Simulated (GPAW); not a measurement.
Set up this calculation in GPAW 26.7.0, as an ASE script.

```yaml
Task: band structure
Functional: PBEsol
Potentials_or_basis: PAW data sets generated in the run's folder for this functional
Cutoff: 600 eV
Basis: pw
k_mesh: 7 × 7 × 7
Occupations: fermi-dirac, width 0.05 eV
Spin: collinear spin, ferromagnetic start
Starting_moments: "[4.0, 4.0, 4.0, 0.0] μB"
Maxiter: 150
Band_path: GXWKGLUWLK,UX
Band_points: 100
```

The system is Mn3Al.

```xyz
4
Lattice="0.0000 2.8580 2.8580 2.8580 0.0000 2.8580 2.8580 2.8580 0.0000" Properties=species:S:1:pos:R:3 pbc="T T T"
Mn    0.0000    0.0000    0.0000
Mn    1.4290    1.4290    1.4290
Mn    4.2870    4.2870    4.2870
Al    2.8580    2.8580    2.8580
```

The cell comes from a database or a generator and needn't be the stable form of this composition.

The input as run:

run.py

```python
from ase import Atoms
from ase.dft.bandgap import bandgap
from ase.io import write
from ase.units import GPa
from gpaw import GPAW, PW, setup_paths

setup_paths.insert(0, '.')

atoms = Atoms(['Mn', 'Mn', 'Mn', 'Al'],
              cell=[[0.0, 2.858028, 2.858028],
                    [2.858028, 0.0, 2.858028],
                    [2.858028, 2.858028, 0.0]],
              scaled_positions=[[0.0, 0.0, 0.0],
                                [0.25, 0.25, 0.25],
                                [0.75, 0.75, 0.75],
                                [0.5, 0.5, 0.5]],
              pbc=True)
atoms.set_initial_magnetic_moments([4.0, 4.0, 4.0, 0.0])

calc = GPAW(mode=PW(600),
            xc='PBEsol',
            kpts={'size': (7, 7, 7), 'gamma': True},
            occupations={'name': 'fermi-dirac', 'width': 0.05},
            nbands=43,
            convergence={'density': 1e-05, 'energy': 1e-05},
            maxiter=150,
            txt='gpaw.txt')
atoms.calc = calc
energy = atoms.get_potential_energy()
forces = atoms.get_forces()
stress = atoms.get_stress()
calc.write('gs.gpw')
write('result.traj', atoms)
print(f'Energy: {energy:.6f} eV')
print('Forces (eV/A):')
print(forces.round(4))
print('Stress (GPa):', (stress / GPa).round(3))
print('Moments:', calc.get_magnetic_moments().round(3))
print('Fermi level:', round(calc.get_fermi_level(), 4), 'eV')
print(f'Gap: {bandgap(calc)[0]:.4f} eV, direct: {bandgap(calc, direct=True)[0]:.4f} eV')

path = atoms.cell.bandpath('GXWKGLUWLK,UX', npoints=100, eps=1e-4)
bs_calc = calc.fixed_density(kpts=path, symmetry='off', nbands=59,
                             convergence={'bands': 'CBM+6.0', 'eigenstates': 1e-6}, txt='bands.txt')
bs = bs_calc.band_structure()
bs.write('bs.json')
print(f'Gap on the path: {bandgap(bs_calc)[0]:.4f} eV')
```

Potentials or basis: PAW data sets generated in the run's folder for this functional, pw.

Run with:

```sh
$ gpaw-setup -f PBEsol Al Mn
$ OMP_NUM_THREADS=1 python run.py
```

Results of the run:

| Quantity | Value |
| --- | --- |
| Pressure | -7.8 GPa |
| Band gap along the path | none (metal or under the smearing width) |
| Net moment | 2.52 μB per cell |
| Site moments | Mn +0.78, +0.85; Al -0.02 μB |

Caveat: the moment fell far below its start of 4 μB, so a state of higher moment may lie lower in energy.

It took 4.6 min on 1 thread of Arm Neoverse V2, on a shared host, peak memory 0.59 GiB.
